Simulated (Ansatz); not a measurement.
**C₅H₄N₂: how energies converge with the basis set**

One table from this session's results is given with a row withheld; the runs are named, their logs left out.

Method: one geometry, several basis sets; program: Ansatz 0.2.0, Gaussian basis.

Levels to be run: PBE0-D4/def2-SVP; ωB97M-V/def2-SVP; PBE0-D4/def2-QZVPP; ωB97M-V/def2-QZVPP; the functionals' def2-TZVPP values are taken from earlier runs.

## Structure used throughout

An earlier PBE0-D4 in a triple-zeta def2 set relaxation fixed the geometry.

SMILES `N#Cc1ccc[nH]1`, 11 atoms, charge 0, spin multiplicity 1.

Atoms are counted from 1 here; the program's logs count them from 0.

Bond lengths: N1–C2 1.154 Å, C2–C3 1.408 Å, C3–C4 1.380 Å, C3–N7 1.371 Å, C4–C5 1.407 Å, C4–H8 1.078 Å, C5–C6 1.376 Å, C5–H9 1.078 Å, C6–N7 1.354 Å, C6–H10 1.078 Å, N7–H11 1.005 Å. Angles: N1–C2–C3 179.5°, C2–C3–C4 130.5°, C2–C3–N7 121.8°, C4–C3–N7 107.7°, C3–C4–C5 107.1°, C3–C4–H8 125.2°, C5–C4–H8 127.7°, C4–C5–C6 107.4°, C4–C5–H9 126.8°, C6–C5–H9 125.8°, C5–C6–N7 108.2°, C5–C6–H10 130.6°, N7–C6–H10 121.1°, C3–N7–C6 109.5°, C3–N7–H11 124.5°, C6–N7–H11 126.0°.

The first run:

in.yaml reads:

```yaml
crystal:
  periodic: [false, false, false]
  atoms:
    - {symbol: N, position_ang: [1.335108, -3.046194, 0.509580]}
    - {symbol: C, position_ang: [0.846780, -2.011566, 0.361196]}
    - {symbol: C, position_ang: [0.259977, -0.745396, 0.172262]}
    - {symbol: C, position_ang: [-0.894792, -0.204538, 0.700663]}
    - {symbol: C, position_ang: [-1.017258, 1.097249, 0.182372]}
    - {symbol: C, position_ang: [0.061172, 1.314876, -0.644386]}
    - {symbol: N, position_ang: [0.826335, 0.198256, -0.644575]}
    - {symbol: H, position_ang: [-1.560989, -0.708569, 1.382020]}
    - {symbol: H, position_ang: [-1.806054, 1.802669, 0.388177]}
    - {symbol: H, position_ang: [0.335662, 2.178783, -1.227874]}
    - {symbol: H, position_ang: [1.679359, 0.067529, -1.158834]}
basis:
  gaussian: {orbitals: def2-SVP}
hamiltonian: {xc: pbe0, dispersion: d4}
output: {orbitals: {seedname: orbitals}}
```

Steps of the session up to this table: PBE0-D4 in def2-SVP; ωB97M-V in def2-SVP; PBE0-D4 in def2-QZVPP; ωB97M-V in def2-QZVPP.

One table of the session follows, with a row left open; its other results are not shown here.

It belongs to the step «Density functionals: the series». 

```
functional       basis  HOMO (eV)
   PBE0-D4    def2-SVP      -6.84
   PBE0-D4  def2-TZVPP      -6.91
   PBE0-D4  def2-QZVPP      -6.94
   ωB97M-V    def2-SVP      -8.85
   ωB97M-V  def2-TZVPP      -8.95
   ωB97M-V  def2-QZVPP          ?
```

Q: Estimate the row for ωB97M-V, def2-QZVPP from the others.

**Answer.** HOMO (eV): -8.97. In the column «HOMO (eV)» it is the lowest.
